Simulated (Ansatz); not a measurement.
# CH₃Ge (quartet): from Hartree-Fock to the top rungs, cc-pVDZ

The task here is to estimate one member of a computed series from the others.

Computed with Ansatz 0.2.0, Gaussian basis. Level: cc-pVDZ, core rule «outside noble gas», up to 15 orbitals frozen.

To be run: UHF; CCSD(T) on ROHF; CCSD(T) on UHF; BCCD(T) on ROHF; CISD; CCSDT(Q) on ROHF; CCSDT(Q) on UHF; CASSCF and MRCISD+Q, 11 electrons in 11 orbitals; CASSCF and NEVPT2, 11 electrons in 11 orbitals.

18 further runs of the same task are left out: 5 that didn't finish, 13 set aside as unsound or not needed.

## The geometry

The geometry is a PBE0/def2-TZVP stationary point (not a proven minimum) of the parent state, kept for this charge and spin. No spin-orbit coupling is included. The filled d shell of Ge may be among the frozen orbitals whatever the setting's name suggests; the logs give the count.

5 atoms, charge 0, spin multiplicity 4.

Atoms are counted from 1 here; the program's logs count them from 0.

Bond lengths: Ge1–C2 1.750 Å, Ge1–H3 1.529 Å, Ge1–H4 1.522 Å, C2–H5 1.077 Å. Angles: C2–Ge1–H3 123.1°, C2–Ge1–H4 120.6°, H3–Ge1–H4 116.3°, Ge1–C2–H5 152.0°.

The first run:

File in.yaml:

```yaml
crystal:
  periodic: [false, false, false]
  atoms:
    - {symbol: Ge, position_ang: [0.000000, 0.009227, 0.252245]}
    - {symbol: C, position_ang: [0.000000, -0.092669, -1.495242]}
    - {symbol: H, position_ang: [0.000000, 1.336281, 1.011005]}
    - {symbol: H, position_ang: [0.000000, -1.253031, 1.102338]}
    - {symbol: H, position_ang: [0.000000, 0.356035, -2.474658]}
basis:
  gaussian: {orbitals: cc-pVDZ}
magnetization: {spin_polarized: true, initial_magnetization: 3}
hamiltonian: {xc: hf}
output: {orbitals: {seedname: orbitals}}
```

Run with:

```console
ansatz run in.yaml --threads 1 --pin off --events-out ev --progress --plain --max-ram 2393MiB
```

Among the steps run: UHF; CCSD(T) on ROHF; CCSD(T) on UHF; BCCD(T) on ROHF; CISD; CCSDT(Q) on ROHF; CCSDT(Q) on UHF; CASSCF and MRCISD+Q, 11 electrons in 11 orbitals; CASSCF and NEVPT2, 11 electrons in 11 orbitals.

One of the session's tables, all rows but one given; the rest of the session is left out.

| method | from UCCSDT(Q) (kcal/mol) |
| --- | --- |
| ROHF | +136.84 |
| UHF | +130.37 |
| RMP2 | +27.00 |
| UMP2 | +26.98 |
| RCCSD | +3.74 |
| UCCSD | +3.54 |
| RCCSD(T) | +0.86 |
| UCCSD(T) | +0.75 |
| BCCD(T) | +0.85 |
| RCCSDT | +0.26 |
| UCCSDT | +0.13 |
| RCCSDT(Q) | ? |
| UCCSDT(Q) | 0 |
| CASSCF valence | +90.37 |
| NEVPT2 valence | +21.33 |
| MRCISD valence | +5.77 |
| MRCISD+Q valence | +0.45 |

Estimate the missing values for RCCSDT(Q).

As computed: from UCCSDT(Q) (kcal/mol): +0.12. In the column «from UCCSDT(Q) (kcal/mol)» it lies between UCCSDT(Q) (0) and UCCSDT (+0.13).

Not comparable, so not listed: CISD (they don't share determinant, frozen orbitals or solution with the rows shown, or repeat one).

Limits of these values: Restricted and unrestricted rows rest on different reference determinants; where their highest levels disagree by more than a few hundredths of an eV, they describe different states and don't form one ladder.
